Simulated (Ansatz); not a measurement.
# MoTe2 (P6_3/mmc): compression over a wide range

One table from this session's results is given with a row withheld; the runs are named, their logs left out.

Method: DFT r²SCAN, scalar-relativistic, plane waves, PAW, in Ansatz 0.2.0.

The runs add the D3(BJ) dispersion term to the functional named.

### The system as given

Symmetry: P6_3/mmc, No. 194, hexagonal system. The conventional cell has a = 3.538 Å, b = 3.538 Å, c = 14.106 Å, α = 90.00°, β = 90.00°, γ = 120.00°. Around Te (site symmetry 3m) lie 3 Mo at 2.72 Å. Around Mo (site symmetry -6m2) lie 6 Te at 2.72 Å.

Structure file:

```cif
data_structure
_symmetry_space_group_name_H-M 'P6_3/mmc'
_symmetry_Int_Tables_number 194
_cell_length_a 3.5376
_cell_length_b 3.5376
_cell_length_c 14.1058
_cell_angle_alpha 90.000
_cell_angle_beta 90.000
_cell_angle_gamma 120.000
_cell_volume 152.88
loop_
_atom_site_label
_atom_site_type_symbol
_atom_site_symmetry_multiplicity
_atom_site_Wyckoff_symbol
_atom_site_fract_x
_atom_site_fract_y
_atom_site_fract_z
_atom_site_occupancy
Te1 Te 4 f 0.33333 0.66667 0.62289 1
Mo1 Mo 2 c 0.33333 0.66667 0.25000 1
```

This cell comes from an earlier session at r²SCAN: 25.480 Å³/atom at -0.02 GPa, on a 10×10×2 mesh.

The first run:

The input, input.yaml:

```yaml
crystal:
  lattice:
    - [3.4898239548, 0.0, 0.0]
    - [-1.7449119774, 3.0222761996, 0.0]
    - [0.0, 0.0, 13.9151093834]
  atoms:
    - { symbol: Te, position: [0.3333333333, 0.6666666667, 0.6228877218] }
    - { symbol: Te, position: [0.6666666667, 0.3333333333, 0.1228877218] }
    - { symbol: Te, position: [0.3333333333, 0.6666666667, 0.8771122782] }
    - { symbol: Te, position: [0.6666666667, 0.3333333333, 0.3771122782] }
    - { symbol: Mo, position: [0.3333333333, 0.6666666667, 0.25] }
    - { symbol: Mo, position: [0.6666666667, 0.3333333333, 0.75] }
basis:
  ecutwfc: 500
  ecutrho_ratio: 4
kpoints:
  mp_grid: { grid: [10, 10, 2] }
hamiltonian:
  xc: r2scan
  dispersion: d3bj
scf:
  occupations: { method: gaussian, width: 0.05 }
output:
  forces: true
  stress: true
  eigenvalues: true
relax:
  f_tol: 0.01
  max_steps: 40
  cell: { stress_tol: 0.1, fix: [volume] }
```

Started as:

```
ansatz run input.yaml --threads 4 --pin off --max-ram 10240MiB --backend cpu --events-out ev --progress --plain --runs-dir out
```

Among the steps run: Volume × 0.96; Volume × 1.04; Volume × 0.92; Volume × 0.88; Volume × 0.84; Volume × 0.8.

One of the session's tables, all rows but one given; the rest of the session is left out.

```
volume (Å³/atom)  energy above the lowest (meV/atom)  pressure (GPa)  gap on the mesh (eV)
          20.384                               219.2            18.1                  0.00
          21.403                               123.1            12.3                  0.22
          22.423                                60.7             7.7                  0.45
          23.442                                   ?               ?                     ?
          24.461                                 4.9             1.7                  0.74
          25.480                                 0.0             0.0                  0.86
          26.499                                 3.9            -1.1                  0.99
```

Estimate the missing values for volume (Å³/atom) = 23.442.

Worked estimate for «energy above the lowest (meV/atom)». A straight line through the neighbours (22.423, 60.7) and (24.461, 4.9) gives 60.7 + (4.9 − 60.7) × (23.442 − 22.423) / (24.461 − 22.423) = 32.8; a parabola fitted to 4 rows on both sides gives 23.2.

The run gave: energy above the lowest (meV/atom): 23.3; pressure (GPa): 4.2; gap on the mesh (eV): 0.62. In «energy above the lowest (meV/atom)» the line misses by +9.5 and the parabola by -0.1.

Limits of these values: The k mesh is not the same at all volumes. Other structures may be lower in enthalpy at these pressures. Warnings in the runs' records: dispersion damping borrowed.
